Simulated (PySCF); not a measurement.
# C2H3BF2O2: the cost of one run

Computed with PySCF 2.14.0, with density-fitted response routines of our own, on a single molecule in the gas phase. Atoms count from 0, in the outputs and in this text.

## 1. The molecule as given

10 atoms, charge 0, multiplicity 1; geometry from: PBE0-D3(BJ)/def2-SVP.

Bonds of the start (Å): O0–C1 1.20, C1–O2 1.34, C1–C3 1.50, C3–B4 1.57, B4–F5 1.32, B4–F6 1.32, O2–H7 0.97, C3–H8 1.10, C3–H9 1.10.

## 2. J couplings: LDA/pcJ-1

Job settings and geometry (Å):

```
{"job": {"kind": "j", "xc": "LDA", "basis": "pcJ-1"}, "charge": 0, "multiplicity": 1}
O      1.204219    -1.465369    -0.838824
C      0.931913    -0.516443    -0.153987
O      1.762815     0.518589     0.023528
C     -0.368852    -0.320907     0.564382
B     -1.373562     0.576298    -0.240206
F     -0.965050     1.439334    -1.145637
F     -2.670533     0.510402    -0.016208
H      2.550138     0.336921    -0.512828
H     -0.824403    -1.297354     0.774746
H     -0.197895     0.197108     1.523970
```

Method: LDA/pcJ-1 indirect spin-spin coupling, non-relativistic, gas phase.

Started as:

```sh
$ OMP_NUM_THREADS=1 python probes_run.py task.json out
```

One launch serves the whole session: the jobs run in the order shown.

**Question.** How long does this first job take on 1 thread of Arm Neoverse V1, shared host, and how much memory does it need?

About 17 s, with a peak of 0.68 GiB.
